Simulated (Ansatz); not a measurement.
Task: a test of scalar relativity of BrF (charge +1), with Ansatz 0.2.0, Python API. Give the script and its output. Use (for the species named): PBE0, cc-pVTZ basis, multiplicity 2.

```csv
atom,x (Å),y (Å),z (Å)
Br,0.0000,0.0000,0.0000
F,0.0000,0.0000,1.8300
```

`run_x2c.py`:
```python
"""BrF(+) with and without the spin-free two-component Hamiltonian."""

import ansatz as az
import numpy as np

FUNCTIONAL = "pbe0"
CHARGE = 1

GEOMETRY = """
Br    0.00000    0.00000    0.00000
F     0.00000    0.00000    1.83000
"""

mol = az.Crystal.molecule()
for line in GEOMETRY.strip().splitlines():
    symbol, *xyz = line.split()
    mol = mol.atom(symbol, [float(v) for v in xyz])

model = (
    mol.calculation()
    .functional(FUNCTIONAL)
    .charge(CHARGE)
    .spin("collinear", total=1)
    .forces()
)
# a set contracted for a scalar-relativistic Hamiltonian goes with the relativistic run
sets = {"none": "cc-pVTZ", "scalar": "cc-pVTZ-DK"}
found = {kind: model.basis(gaussian=basis).pseudopotentials(relativity=kind).run().report for kind, basis in sets.items()}
for kind, each in found.items():
    dipole = 4.803205 * np.linalg.norm(each["charge_distribution"]["dipole_moment_e_ang"])
    print(f"{kind:7s} E = {each['free_energy_ev']:.4f} eV  dipole {dipole:.3f} D  largest force component {np.abs(each['forces_ev_ang']).max():.4f} eV/A")
print(f"relativity lowers the total energy by {found['none']['free_energy_ev'] - found['scalar']['free_energy_ev']:.3f} eV")
```

```console
$ python run_x2c.py
none    E = -72740.9598 eV  dipole 1.896 D  largest force component 3.8721 eV/A
scalar  E = -73616.4316 eV  dipole 1.937 D  largest force component 3.8430 eV/A
relativity lowers the total energy by 875.472 eV
```

Notes:
- Total energies depend on the basis set; only differences at equal settings carry meaning.
- The geometry is a force-field or estimated start, not a minimum of this method. The basis set changes with the Hamiltonian (a set recontracted for scalar relativity), and most of the change in the total lies in the cores.
- The run takes the species as open-shell (spin multiplicity 2), which needn't be its ground state.
- An ion's dipole depends on the origin; the program takes it about the centre of nuclear charge.
- The spin state was assumed, and another may lie lower.
- Wall time of the script: 6.1 s on 1 thread of Arm Neoverse V1 (shared host), peak memory 0.21 GiB.
